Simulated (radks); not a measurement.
# The Coulomb parameter U of the 5d shell of Hg³⁺

An exercise on one series of results from a longer session: the logs are not shown, and one member is left open.

The numbers are computed with radks (a radial shooting solver on a logarithmic mesh, Libxc functionals) version 1 (Dirac Kohn-Sham, PBE, spin-unpolarised, spherical densities, point nucleus; open shells are shared between the two j in proportion to 2j + 1), except any that are marked as measured or tabulated.

## What is computed

* element: mercury (Z = 80)
* charge: +3
* electrons: 77
* configuration: [Xe] 4f14 5d7.5 6p1.5

Set-up of the first run:

Input:

```text
Z 80
configuration [Xe] 4f14 5d7.5 6p1.5
relativity Dirac
functional pbe,pbe
spin unpolarised
j_filling average
nucleus point
c 137.035999084
```

Among the steps run: Start: [Xe] 4f14 5d7.5 6p1.5.

One table of the session follows, with a row left open; its other results are not shown here.

It belongs to the step «Start: [Xe] 4f14 5d7.5 6p1.5». Sizes of the orbitals, from the radial functions (bohr):

| level | <r> | outermost maximum (interpolated) | 90 % within | nodes |
| --- | --- | --- | --- | --- |
| 4f5/2 | 0.4786 | 0.364 | 0.765 | 0 |
| 4f7/2 | 0.4852 | 0.369 | 0.776 | 0 |
| 5p1/2 | 0.9618 | 0.871 | 1.39 | 3 |
| 5p3/2 | ? | ? | ? | ? |
| 5d3/2 | 1.316 | 1.11 | 1.97 | 2 |
| 5d5/2 | 1.355 | 1.14 | 2.03 | 2 |
| 6p1/2 | 2.468 | 2.21 | 3.54 | 4 |
| 6p3/2 | 2.675 | 2.41 | 3.83 | 4 |

Q: Estimate the row for 5p3/2 from the others.

The run gave: <r>: 1.051; outermost maximum (interpolated): 0.948; 90 % within: 1.52; nodes: 3. In the column «<r>» it lies between 5p1/2 (0.9618) and 5d3/2 (1.316).
